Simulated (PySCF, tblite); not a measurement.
**C₄H₁₂BrFSi₂: geometry, infrared bands and NMR shifts**

Aim: predict the infrared bands and NMR shifts of C₄H₁₂BrFSi₂ (`CC[SiH2][C@@H](F)[SiH2]CBr`).

Programs: tblite 0.8.0 and PySCF 2.14.0, with density-fitted response routines of our own. Each step states its level of theory. These are calculated values for one molecule in the gas phase, unless marked as measured. Atoms are numbered from 0 throughout.

**1. The starting structure**

20 atoms, charge 0, multiplicity 1; geometry from: force field or distance geometry start.

Bonds of the start (Å): C0–C1 1.50, C1–Si2 1.88, Si2–C3 1.84, C3–F4 1.38, C3–Si5 1.86, Si5–C6 1.87, C6–Br7 1.92, C0–H8 1.12, C0–H9 1.11, C0–H10 1.12, C1–H11 1.09, C1–H12 1.13, Si2–H13 1.47, Si2–H14 1.47, C3–H15 1.13, Si5–H16 1.47, Si5–H17 1.46, C6–H18 1.10, C6–H19 1.12.

**2. Relaxing the molecule with GFN2-xTB**

The job: settings as JSON, then the geometry in Å.

```
{"job": {"kind": "relax", "xc": "GFN2-xTB", "basis": "xTB"}, "charge": 0, "multiplicity": 1}
C     -3.406500     0.249900    -0.058600
C     -2.050400     0.270300     0.587700
Si    -0.851200    -0.515500    -0.626900
C      0.726200    -0.849300     0.262300
F      1.011500    -2.194800     0.126100
Si     2.038300     0.190700    -0.556900
C      3.424800     0.339900     0.690900
Br     4.663500     1.714300     0.162900
H     -3.450600     1.000200    -0.886000
H     -4.235400     0.428300     0.664400
H     -3.494400    -0.746200    -0.566000
H     -1.765000     1.296900     0.831700
H     -2.112200    -0.373600     1.518700
H     -1.466300    -1.732800    -1.165800
H     -0.601400     0.489000    -1.676000
H      0.649500    -0.632100     1.366300
H      1.478800     1.525600    -0.786000
H      2.465800    -0.443600    -1.802400
H      3.972400    -0.613800     0.723900
H      2.997500     0.607200     1.689600
```

Run with:

```
$ OMP_NUM_THREADS=1 python probes_run.py task.json out
```

One launch serves the whole session: the jobs run in the order shown.

**Question.** This job is followed by: GFN2-xTB harmonic vibrations, gas phase; GIAO PBE0/pcSseg-1 NMR shielding, non-relativistic, gas phase. Predict these results of the whole session: strongest single infrared mode (GFN2-xTB); zero-point energy (GFN2-xTB); 13C shifts against TMS (PBE0/pcSseg-1); 1H shifts against TMS (PBE0/pcSseg-1, means over atoms taken as alike); 29Si shifts against TMS (PBE0/pcSseg-1); 19F shifts against CFCl3 (PBE0/pcSseg-1); 79Br shifts against HBr (PBE0/pcSseg-1).

**Answer**, as computed:

```
                                                              quantity                                                           value
                             strongest single infrared mode (GFN2-xTB)                                           2271 cm⁻¹, 364 km/mol
                                          zero-point energy (GFN2-xTB)                                                   90.3 kcal/mol
                                13C shifts against TMS (PBE0/pcSseg-1)                                       82.0, 20.0, 11.1, 4.6 ppm
1H shifts against TMS (PBE0/pcSseg-1, means over atoms taken as alike)  5.12, 4.42, 4.33, 4.19, 4.18, 3.14, 2.83, 1.16, 0.66, 0.50 ppm
                               29Si shifts against TMS (PBE0/pcSseg-1)                                                -35.6, -36.2 ppm
                              19F shifts against CFCl3 (PBE0/pcSseg-1)                                                      -305.2 ppm
                               79Br shifts against HBr (PBE0/pcSseg-1)                                                         142 ppm
```

Over 160 steps the energy fell by 0.631 eV; of the close pairs, Si2–C3 changed most, 1.841 to 1.920 Å. No mode is imaginary among the 54: a minimum at this level. The strongest single mode, at 2271 cm⁻¹, moves mainly H16. GFN2-xTB is a fitted tight-binding method: band positions and strengths are rough. Its intensities can rank the bands wrongly. C6 stands next to heavy halogen, whose spin-orbit shielding this run leaves out, so the computed shift lies too far downfield, most of all for carbon beside Br or I. C3 (sp3 CH bonded to F and 2 Si) lies farthest downfield among carbon, at 82.0 ppm; pulled downfield by the heteroatom. H15 (hydrogen on an sp3 CH bonded to F and 2 Si) lies farthest downfield among hydrogen, at 5.12 ppm; its carbon carries F, hence the downfield position. At PBE0/pcSseg-1: The largest span, 942 ppm, is at Br7, where the paramagnetic term is -640 ppm. Spin-orbit coupling is left out, which matters for shieldings and couplings at and beside the heavy atoms.
